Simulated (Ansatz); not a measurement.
# Ir: the cost of one run

Method: DFT r2SCAN, scalar-relativistic, plane waves, PAW, in Ansatz 0.2.0.

### Step 1. The structure to begin with

It takes space group P6_3/mmc (No. 194, hexagonal). The conventional cell has a = 2.751 Å, b = 2.751 Å, c = 4.462 Å, α = 90.00°, β = 90.00°, γ = 120.00°. Ir (site symmetry -6m2) is surrounded by 12 Ir at 2.74 to 2.75 Å.

As a file:

```cif
data_structure
_symmetry_space_group_name_H-M 'P 1'
_symmetry_Int_Tables_number 1
_cell_length_a 2.7514
_cell_length_b 2.7514
_cell_length_c 4.4623
_cell_angle_alpha 90.000
_cell_angle_beta 90.000
_cell_angle_gamma 120.000
_cell_volume 29.25
loop_
_atom_site_label
_atom_site_type_symbol
_atom_site_fract_x
_atom_site_fract_y
_atom_site_fract_z
_atom_site_occupancy
Ir1 Ir 0.66667 0.33333 0.75000 1
Ir2 Ir 0.33333 0.66667 0.25000 1
```

It goes back to an entry of the Materials Project, which need not be the stable form.

The cell is taken as given, not relaxed at this level.

### Step 2. The reference cell

The reference gives a free energy of -23897.2617 eV, pressure -8.81 GPa, largest force 0.000 eV/Å and gap on the mesh none (metal). It was computed beforehand with the settings of the runs below.

### Step 3. Next: energy and stress against strain

The cell is strained by ε times the Voigt pattern (0, 0, 0, 0, 1, 0) (xx, yy, zz, yz, xz, xy; engineering shear), with fractional coordinates fixed (clamped ions). The stress on the pattern is the sum of the stress components weighted by it, tension positive.

### Step 4. Point ε = -0.1500

input.yaml

```yaml
crystal:
  lattice:
    - [2.7513778946, 0.0, -0.2063533421]
    - [-1.3756889473, 2.3827631521, 0.103176671]
    - [-0.33467175, 0.0, 4.46229]
  atoms:
    - { symbol: Ir, position: [0.6666666667, 0.3333333333, 0.75] }
    - { symbol: Ir, position: [0.3333333333, 0.6666666667, 0.25] }
basis:
  ecutwfc: 500
kpoints:
  mp_grid: { grid: [18, 18, 12] }
hamiltonian:
  xc: r2scan
scf:
  occupations: { method: gaussian, width: 0.15 }
output:
  forces: true
  stress: true
  eigenvalues: true
```

Started as:

```sh
> ansatz run input.yaml --threads 1 --pin off --max-ram 2560MiB --backend cpu --events-out ev --progress --plain --runs-dir out
```

What time and memory should one allow on 1 thread of Intel Xeon at 2.70GHz, shared host?

About 48 s, with a peak of 0.93 GiB.
